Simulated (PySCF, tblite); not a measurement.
**C6H10NSi radical: geometry, infrared bands and EPR parameters**

What infrared bands and EPR parameters should C6H10NSi radical (`[C]#C/C=C(\C)[SiH2]NC`) show?

Programs: tblite 0.8.0 and PySCF 2.14.0, with density-fitted response routines of our own. Each step states its level of theory. These are calculated values for one molecule in the gas phase, unless marked as measured. Atoms count from 0, in the outputs and in this text.

### 1 Starting geometry

18 atoms, charge 0, multiplicity 2; geometry from: force field or distance geometry start.

Bonds of the start (Å): C0–C1 1.55, C1–C2 1.41, C2–C3 1.37, C3–C4 1.49, C3–Si5 1.87, Si5–N6 1.70, N6–C7 1.46, C2–H8 1.09, C4–H9 1.10, C4–H10 1.09, C4–H11 1.10, Si5–H12 1.47, Si5–H13 1.48, N6–H14 1.02, C7–H15 1.11, C7–H16 1.09, C7–H17 1.10.

### 2 Geometry optimisation with GFN2-xTB

The job: settings as JSON, then the geometry in Å.

```
{"job": {"kind": "relax", "xc": "GFN2-xTB", "basis": "xTB"}, "charge": 0, "multiplicity": 2}
C      4.083300     0.590700     1.748300
C      2.727200     0.050600     1.221100
C      1.500600    -0.469600     0.763000
C      0.904100    -0.084300    -0.405100
C      1.467700     0.914800    -1.358800
Si    -0.734200    -0.829300    -0.919600
N     -1.766200    -0.881400     0.428200
C     -2.277400     0.291700     1.128200
H      1.022700    -1.201400     1.411700
H      0.782200     1.764800    -1.480900
H      2.427300     1.323900    -1.042600
H      1.630700     0.458400    -2.347900
H     -1.393500    -0.005300    -1.942400
H     -0.540700    -2.219100    -1.383500
H     -2.555800    -1.475800     0.191200
H     -2.889900    -0.029400     1.992800
H     -1.474600     0.920500     1.514600
H     -2.922300     0.886400     0.469900
```

The run is started by

```sh
> OMP_NUM_THREADS=1 python probes_run.py task.json out
```

The driver reads the jobs from task.json and runs them one after another.

**Question.** This job is followed by: GFN2-xTB harmonic vibrations, gas phase; UKS B3LYP, pcH-1 on C H N Si, non-relativistic, mean-field spin-orbit, GIAO. What will the session give for the following? strongest single infrared mode (GFN2-xTB); zero-point energy (GFN2-xTB); g(iso) (B3LYP); ⟨S²⟩; largest a(iso) (averaged by class); potential on the surface of density 0.002 e/bohr³, 1st and 99th percentile.

**Answer**, as computed:

| quantity | value |
| --- | --- |
| strongest single infrared mode (GFN2-xTB) | 2161 cm⁻¹, 356 km/mol |
| zero-point energy (GFN2-xTB) | 85.1 kcal/mol |
| g(iso) (B3LYP) | 2.00397 |
| ⟨S²⟩ | 0.776 (exact 0.75) |
| largest a(iso) (averaged by class) | 13C on C0, 265.1 MHz |
| potential on the surface of density 0.002 e/bohr³, 1st and 99th percentile | -1.78 V and 1.76 V |

Over 166 steps the energy fell by 2.405 eV; of the close pairs, C0–C1 changed most, 1.552 to 1.209 Å. All 48 modes are real, so the xTB geometry is a minimum. The strongest single mode, at 2161 cm⁻¹, moves mainly H12. Unscaled tight-binding wavenumbers are off by several per cent, some by more. Its intensities can rank the bands wrongly. The largest share of the spin, 0.54 e, sits on C0. The isotropic g lies 1.6 ppt above the free-electron value. These values are for one conformer; the search (at its own cheap level) found 1 more, at 0.36 kcal/mol, and measured spectra average over such forms.
